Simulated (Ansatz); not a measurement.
**SiNH4ClO (SMILES N[SiH](O)Cl) at PBE/6-31G(d) (spherical functions)**

What is the vertical singlet–triplet gap of SiNH4ClO at PBE/6-31G* (spherical functions)? 

Program for the calculation: Ansatz 0.2.0.

128 further runs of the same task are left out: 128 set aside as unsound or not needed.

**1. Starting point**

The species is SiNH4ClO (8 atoms), meant as a singlet with charge 0. As SMILES, `N[SiH](O)Cl`. Geometry: relaxed at PBE0-D4/def2-TZVP. This is one conformer, not always the lowest.

Bond lengths: N1–Si2 1.700 Å, Si2–O3 1.631 Å, Si2–Cl4 2.058 Å, N1–H5 1.006 Å, N1–H6 1.007 Å, Si2–H7 1.474 Å, O3–H8 0.960 Å. Angles: N1–Si2–O3 111.2°, N1–Si2–Cl4 104.5°, O3–Si2–Cl4 112.6°, N1–Si2–H7 117.4°, O3–Si2–H7 103.8°, Cl4–Si2–H7 107.5°, Si2–N1–H5 120.7°, Si2–N1–H6 121.4°, Si2–O3–H8 116.7°, H5–N1–H6 112.4°.

**2. A single-point energy at PBE/6-31G(d) (spherical functions)**

input.yaml reads:

```yaml
crystal:
  periodic: [false, false, false]
  atoms:
    - {symbol: "N", position_ang: [-0.749800, 0.885600, -0.289000]}
    - {symbol: Si, position_ang: [0.524400, -0.226200, -0.115300]}
    - {symbol: O, position_ang: [0.551300, -0.861300, 1.386900]}
    - {symbol: Cl, position_ang: [0.173100, -1.641600, -1.566900]}
    - {symbol: H, position_ang: [-1.217200, 0.998000, -1.172700]}
    - {symbol: H, position_ang: [-0.806900, 1.712400, 0.283000]}
    - {symbol: H, position_ang: [1.896700, 0.277200, -0.308600]}
    - {symbol: H, position_ang: [-0.279500, -1.201200, 1.726700]}
basis:
  gaussian: {orbitals: 6-31G_st_-spherical.json}
hamiltonian: {xc: {name: PBE}}
accuracy: high
output: {orbitals: {seedname: orbitals}}
```

The basis set 6-31G* is read from a file made from the Basis Set Exchange's data (not shown).

Launch:

```sh
$ ansatz run input.yaml --threads 1 --pin off --max-ram 3480MiB --events-out events.jsonl --progress --plain --runs-dir runs
```

Log:

```text
Warning: RAYON_NUM_THREADS=1 ignored (pool sized by the plan → 1); use --threads N
Functional definition: PBE
  name "PBE"
  parameter kappa = 0.804
  parameter beta = 0.06672455060314922
  exchange = pbe_x(kappa = kappa, mu = beta*pi^2/3)
  correlation = pbe_c(beta = beta)
1602 factors; integrals over basis functions are off by at most 3.7e-9 eV
mean field evaluation 1: about -23979.8297 eV, gradient 7.7e1 eV
mean field evaluation 2: about -23945.6532 eV, gradient 1.4e2 eV
mean field evaluation 4: about -23990.8484 eV, gradient 1.1e1 eV
mean field evaluation 8: about -23991.0699 eV, gradient 5.5e-1 eV
mean field evaluation 16: about -23991.0708 eV, gradient 4.6e-5 eV
mean field -23991.07077035 eV, -881.6555890785 hartree, gradient 7.9e-8 eV, S^2 0.000000; 0 other end points of the search recorded, 0 dependent functions left out
reference -23991.07077363 eV, -881.6555891991 hartree; 25, 25 occupied and 47, 47 virtual orbitals, 1602 factors
Total energy: -23991.07077363 eV, -881.6555891991 hartree
```

Wall time 3 s (1 thread of Intel Xeon 6975P-C (Granite Rapids), shared host); peak memory 0.21 GiB.

**3. The triplet, same level**

job.yaml reads:

```yaml
crystal:
  periodic: [false, false, false]
  atoms:
    - {symbol: N, position_ang: [-0.749800, 0.885600, -0.289000]}
    - {symbol: Si, position_ang: [0.524400, -0.226200, -0.115300]}
    - {symbol: O, position_ang: [0.551300, -0.861300, 1.386900]}
    - {symbol: Cl, position_ang: [0.173100, -1.641600, -1.566900]}
    - {symbol: H, position_ang: [-1.217200, 0.998000, -1.172700]}
    - {symbol: H, position_ang: [-0.806900, 1.712400, 0.283000]}
    - {symbol: H, position_ang: [1.896700, 0.277200, -0.308600]}
    - {symbol: H, position_ang: [-0.279500, -1.201200, 1.726700]}
basis:
  gaussian:
    orbitals: 6-31G_st_-spherical.json
magnetization:
  spin_polarized: true
  initial_magnetization: 2
output: {orbitals: {seedname: orbitals}}
accuracy: high
hamiltonian:
  xc: {name: PBE}
```

The basis set 6-31G* is read from a file made from the Basis Set Exchange's data (not shown).

Launch:

```sh
$ ansatz run job.yaml --threads 1 --pin off --max-ram 3480MiB --events-out events.jsonl --progress --plain --runs-dir runs
```

Log, cut to the lines that bear on the results:

```text
Warning: RAYON_NUM_THREADS=1 ignored (pool sized by the plan → 1); use --threads N
[... 2 set-up lines as earlier in the session ...]
[...]
1602 factors; integrals over basis functions are off by at most 3.7e-9 eV
[...]
mean field -23984.21474495 eV, -881.4036347923 hartree, gradient 9.1e-8 eV, S^2 2.002602; 10 other end points of the search recorded, 0 dependent functions left out
reference -23984.21474842 eV, -881.4036349199 hartree; 26, 24 occupied and 46, 48 virtual orbitals, 1602 factors
Total energy: -23984.21474842 eV, -881.4036349199 hartree
```

Wall time 11 s (1 thread of Intel Xeon 6975P-C (Granite Rapids), shared host); peak memory 0.26 GiB.

**4. What came out**

At PBE/6-31G* (spherical functions):

| quantity | value |
| --- | --- |
| singlet: total energy | -881.65559 Eh |
| singlet: HOMO energy | -6.22 eV |
| singlet: LUMO energy | 0.54 eV |
| singlet: HOMO–LUMO gap | 6.76 eV |
| triplet: total energy | -881.40363 Eh |
| triplet: HOMO energy (highest over α and β) | -0.51 eV |
| triplet: ⟨S²⟩ | 2.003 |
| vertical energy of the triplet above the singlet | 6.856 eV |

**Reading.** At this shape the triplet lies 6.86 eV (158 kcal/mol) above the singlet.
